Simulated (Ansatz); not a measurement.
## CdF2, space group Fm-3m: densities of the highest filled and lowest empty bands

Program: the Python package of Ansatz (0.2.0).

Script `cdf2_partial.py`:
```python
"""Where the band-edge states of CdF2 lie."""

import itertools
import warnings

import ansatz as az
import numpy as np

FUNCTIONAL = "PBEsol"
KMESH = (6, 6, 6)
FILLING = "fixed"


def main() -> None:
    warnings.simplefilter("ignore", az.DeckWarning)

    xtal = (
        az.Lattice.fcc(5.388)
        .space_group(225)
        .atom("Cd", [0.0, 0.0, 0.0])
        .atom("F", [0.25, 0.75, 0.75])
        .primitive()
    )

    base = (
        xtal.calculation()
        .functional(FUNCTIONAL)
        .pseudopotentials("paw")
        .basis(16 * az.Ha)
        .kpoints(mesh=KMESH)  # sampling of the Brillouin zone
        .occupations(FILLING)  # no smearing
        .band_densities([("v3", "v1"), ("c1", "c1")])
    )
    outcome = base.run(threads=1)
    r = outcome.report
    # share of each window within a sphere about each atom, summed on the grid
    cell = np.asarray(outcome.lattice.cell_ang)
    for names, window in zip([("v3", "v1"), ("c1", "c1")], outcome.band_densities().windows):
        density = window.outcome.density
        rho = density.channels[0].density_e_per_ang3
        axes = density.fft_grid_basis @ cell
        points = np.stack(np.meshgrid(*(np.arange(n) / n for n in rho.shape), indexing="ij"), axis=-1)
        print("bands", names, "electrons", np.round(window.outcome.n_electrons, 3), "peak", round(float(rho.max()), 3), "e/A^3")
        for index, site in enumerate(outcome.lattice.sites):
            offset = points - np.asarray(site.position_ang) @ np.linalg.inv(axes)
            offset -= np.round(offset)
            distance = np.min([np.linalg.norm((offset + image) @ axes, axis=-1) for image in itertools.product((-1, 0, 1), repeat=3)], axis=0)
            print(f"   {index} {site.symbol:2s} {100 * rho[distance < 0.8].sum() / rho.sum():5.1f} % within 0.8 A")


if __name__ == "__main__":
    main()
```

```console
$ python cdf2_partial.py
bands ('v3', 'v1') electrons [6.] peak 4.752 e/A^3
   0 Cd  12.1 % within 0.8 A
   1 F   34.6 % within 0.8 A
   2 F   34.6 % within 0.8 A
bands ('c1', 'c1') electrons [2.] peak 0.841 e/A^3
   0 Cd   7.9 % within 0.8 A
   1 F   14.1 % within 0.8 A
   2 F   14.1 % within 0.8 A
```

Caveats:
- The starting cell is as deposited in a crystallographic database; the results hold for this polymorph, which needn't be the stable one.
- The windows are summed over all k-points with every state counted as full, the empty ones too; where a window cuts a degenerate level its bands share the weight. Values near the nuclei depend on the potentials. Spheres that overlap count density twice, so shares are no populations.
- Hardware and time: 1.7 s on 1 thread of Arm Neoverse V1, with other jobs on the host, peak memory 0.34 GiB.

(Lines on the test bed's own set-up are left out of the output.)
